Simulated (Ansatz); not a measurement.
# TiSiH₃+ (triplet): from Hartree-Fock to the top rungs, def2-SVP

An exercise on one series of results from a longer session: the logs are not shown, and one member is left open.

Program: Ansatz 0.2.0, Gaussian basis. Level of theory: def2-SVP, core rule «outside noble gas», up to 14 orbitals frozen. These are calculated values, not measurements.

To be run: UHF; CCSD(T) on ROHF; CCSD(T) on UHF; CISD as a restricted active space (open shells left free, so some higher excitations enter); CCSDT(Q) on ROHF; CCSDT(Q) on UHF; CASSCF and NEVPT2, 10 electrons in 10 orbitals.

21 further runs of the same task are left out: 10 that didn't finish, 11 set aside as unsound or not needed. Runs told in other sessions of the task aren't counted.

## What is computed

The geometry is a PBE0/def2-TZVP stationary point (not a proven minimum).

5 atoms, charge 1, spin multiplicity 3.

Atoms are counted from 1 here; the program's logs count them from 0.

Bond lengths: Ti1–Si2 2.613 Å, Si2–H3 1.487 Å, Si2–H4 1.487 Å, Si2–H5 1.487 Å. Angles: Ti1–Si2–H3 107.8°, Ti1–Si2–H4 107.8°, Ti1–Si2–H5 107.8°, H3–Si2–H4 111.1°, H3–Si2–H5 111.1°, H4–Si2–H5 111.1°.

The first run:

Input file in.yaml:

```yaml
crystal:
  periodic: [false, false, false]
  atoms:
    - {symbol: Ti, position_ang: [-1.046109, 0.019282, 0.028665]}
    - {symbol: Si, position_ang: [1.565489, -0.028855, -0.042897]}
    - {symbol: H, position_ang: [1.993583, -1.452767, -0.048563]}
    - {symbol: H, position_ang: [2.066123, 0.675798, 1.166918]}
    - {symbol: H, position_ang: [1.998760, 0.665300, -1.284367]}
basis:
  gaussian: {orbitals: def2-SVP}
total_charge: 1
magnetization: {spin_polarized: true, initial_magnetization: 2}
hamiltonian: {xc: hf}
output: {orbitals: {seedname: orbitals}}
```

Launch:

```console
ansatz run in.yaml --threads 1 --pin off --events-out ev --progress --plain --max-ram 2393MiB
```

Among the steps run: UHF; CCSD(T) on ROHF; CCSD(T) on UHF; CISD as a restricted active space (open shells left free, so some higher excitations enter); CCSDT(Q) on ROHF; CCSDT(Q) on UHF; CASSCF and NEVPT2, 10 electrons in 10 orbitals.

One table of the session follows, with a row left open; its other results are not shown here.

```
         method  from RCCSDT(Q) (meV)
           ROHF               +4570.8
            UHF               +4479.2
           RMP2               +1055.2
           UMP2                +988.4
           CISD                +448.2
          RCCSD                +161.6
          UCCSD                 +94.7
       RCCSD(T)                 +42.9
       UCCSD(T)                 -22.8
         RCCSDT                  +5.9
         UCCSDT                 -56.1
      RCCSDT(Q)                     0
      UCCSDT(Q)                     ?
CASSCF frontier               +3021.1
NEVPT2 frontier               +1037.2
```

**Question.** Estimate the row for UCCSDT(Q).

The run gave: from RCCSDT(Q) (meV): -61.7. In the column «from RCCSDT(Q) (meV)» it is the lowest.

To keep in mind: Restricted and unrestricted rows rest on different reference determinants; a gap between their highest levels can come from leftover correlation error, from unlike frozen cores or from another state.
